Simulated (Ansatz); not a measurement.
# CH₃BrOSSi: how energies converge with the basis set

An exercise on one series of results from a longer session: the logs are not shown, and one member is left open.

The runs use Ansatz 0.2.0, Gaussian basis; one geometry, several basis sets.

Plan: PBE0-D4/def2-SVP; ωB97M-V/def2-SVP; PBE0-D4/def2-QZVPP; ωB97M-V/def2-QZVPP; the functionals' def2-TZVPP values are taken from earlier runs.

**Structure used throughout**

All runs share one geometry, relaxed beforehand with PBE0-D4 in a triple-zeta def2 set.

8 atoms, charge 0, spin multiplicity 1.

Atoms are counted from 1 here; the program's logs count them from 0.

Bond lengths: S1–Si2 2.105 Å, S1–H6 1.344 Å, Si2–O3 1.664 Å, Si2–C4 1.802 Å, Si2–H7 1.474 Å, O3–C4 1.445 Å, C4–Br5 1.931 Å, C4–H8 1.085 Å. Angles: Si2–S1–H6 92.5°, S1–Si2–O3 115.9°, S1–Si2–C4 124.3°, S1–Si2–H7 112.3°, O3–Si2–C4 49.1°, O3–Si2–H7 118.5°, C4–Si2–H7 121.1°, Si2–O3–C4 70.4°, Si2–C4–O3 60.5°, Si2–C4–Br5 121.9°, Si2–C4–H8 127.3°, O3–C4–Br5 114.3°, O3–C4–H8 113.6°, Br5–C4–H8 108.3°.

Set-up of the first run:

File in.yaml:

```yaml
crystal:
  periodic: [false, false, false]
  atoms:
    - {symbol: S, position_ang: [0.337112, 2.237015, 0.615628]}
    - {symbol: Si, position_ang: [0.068385, 0.153531, 0.476108]}
    - {symbol: O, position_ang: [1.219740, -0.672063, -0.396790]}
    - {symbol: C, position_ang: [-0.053298, -0.752930, -1.076470]}
    - {symbol: Br, position_ang: [-0.795028, -2.533809, -1.162292]}
    - {symbol: H, position_ang: [-0.238939, 2.288480, 1.828886]}
    - {symbol: H, position_ang: [-0.410327, -0.434111, 1.740313]}
    - {symbol: H, position_ang: [-0.035446, -0.343115, -2.081083]}
basis:
  gaussian: {orbitals: def2-SVP}
hamiltonian: {xc: pbe0, dispersion: d4}
output: {orbitals: {seedname: orbitals}}
```

Command:

```
> ansatz run in.yaml --threads 4 --pin off --events-out ev --progress --plain --max-ram 10444MiB
```

Steps of the session up to this table: PBE0-D4 in def2-SVP; ωB97M-V in def2-SVP; PBE0-D4 in def2-QZVPP; ωB97M-V in def2-QZVPP.

One table of the session follows, with a row left open; its other results are not shown here.

It belongs to the step «Density functionals: the series». 

| functional | basis | HOMO (eV) |
| --- | --- | --- |
| PBE0-D4 | def2-SVP | ? |
| PBE0-D4 | def2-TZVPP | -7.27 |
| PBE0-D4 | def2-QZVPP | -7.30 |
| ωB97M-V | def2-SVP | -9.30 |
| ωB97M-V | def2-TZVPP | -9.43 |
| ωB97M-V | def2-QZVPP | -9.46 |

**Question.** Estimate the row for PBE0-D4, def2-SVP.

The run gave: HOMO (eV): -7.17. In the column «HOMO (eV)» it is the highest.
